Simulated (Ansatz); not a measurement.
**Silicon, simple cubic under LDA: structure, energy and stiffness**

What does LDA give for silicon in the simple cubic structure? We relax it, solve it on a dense k-mesh, switch on spin-orbit coupling, then scale the cell to 7 volumes from 88 to 112 % of the relaxed one and try a fit of the equation of state. The k-meshes are 12×12×12 for the relaxation; 21×21×21 for the dense run; 13×13×13 for spin-orbit coupling; 14×14×14 for the volumes.

This is Si in the simple cubic structure; at room conditions it is diamond.

Computed with Ansatz 0.2.0 (DFT LDA (PW92), plane waves (420 eV) with PAW, scalar-relativistic; PBE-made PAW files, unless a step says otherwise).

### 1 Starting point

Symmetry: Pm-3m, No. 221, cubic system. Conventional cell: a = 2.531 Å, b = 2.531 Å, c = 2.531 Å, α = 90.00°, β = 90.00°, γ = 90.00°. Around Si (site symmetry m-3m) lie 6 Si at 2.53 Å.

Structure file:

```cif
data_structure
_symmetry_space_group_name_H-M 'P 1'
_symmetry_Int_Tables_number 1
_cell_length_a 2.5312
_cell_length_b 2.5312
_cell_length_c 2.5312
_cell_angle_alpha 90.000
_cell_angle_beta 90.000
_cell_angle_gamma 90.000
_cell_volume 16.22
loop_
_atom_site_label
_atom_site_type_symbol
_atom_site_fract_x
_atom_site_fract_y
_atom_site_fract_z
_atom_site_occupancy
Si1 Si 0.00000 0.00000 0.00000 1
```

### 2 Relaxation of the cell

Contents of input.yaml:

```yaml
crystal:
  lattice:
    - [2.5311671355, 0.0, 0.0]
    - [0.0, 2.5311671355, 0.0]
    - [0.0, 0.0, 2.5311671355]
  atoms:
    - { symbol: Si, position: [0.0, 0.0, 0.0] }
hamiltonian:
  xc: lda
  pseudopotentials:
    kind: paw
    azcp:
      Si: "pseudopotentials/Si.paw.azcp"
basis:
  ecutwfc: 420
  fft_grid_basis: typed
kpoints:
  mp_grid: { grid: [12, 12, 12], shift: [0, 0, 0] }
magnetization:
  spin_polarized: false
scf:
  occupations: { method: fermi_dirac, width: 0.1 }
relax:
  max_steps: 60
  f_tol: 0.01
  cell: {}
output:
  write_density: true
  write_potential: true
  elf: true
  volumetric_format: npy
```

Further steps of the session: Dense single point; With spin-orbit coupling; Equation of state: 88 %; Equation of state: 92 %; Equation of state: 96 %; Equation of state: 100 %; Equation of state: 104 %; Equation of state: 108 %; Equation of state: 112 %.

**Question.** What will these runs give? Wanted: space group; conventional cell; volume; shortest distance; gap on the mesh; relative to diamond; V₀, B₀, B₀′.

As calculated:

| quantity | value |
| --- | --- |
| space group (spins left aside) | Pm-3m (No. 221) |
| conventional cell | a = 2.500 Å |
| volume | 15.616 Å³/atom |
| shortest distance | 2.500 Å |
| gap on the mesh | none (levels filled in part) |
| relative to diamond | +278 meV/atom |
| V₀, B₀, B₀′ | 15.671 Å³/atom, 111 GPa, 4.4 |

What this shows: The relaxation shrank the cell by 3.7 % in volume. It lies 278 meV/atom above the element's reference form at the same level (diamond, from a run of its own), so it is far from stable. Levels at the Fermi energy are filled in part, as in a metal. The total energy of the spin-orbit run (on a coarser mesh) lies +3 meV/atom from the scalar one; mesh and treatment of the core enter this figure, so it is no spin-orbit energy. The fitted modulus is 111 GPa. The symmetry was held, so the structure may be unstable against distortions that break it.
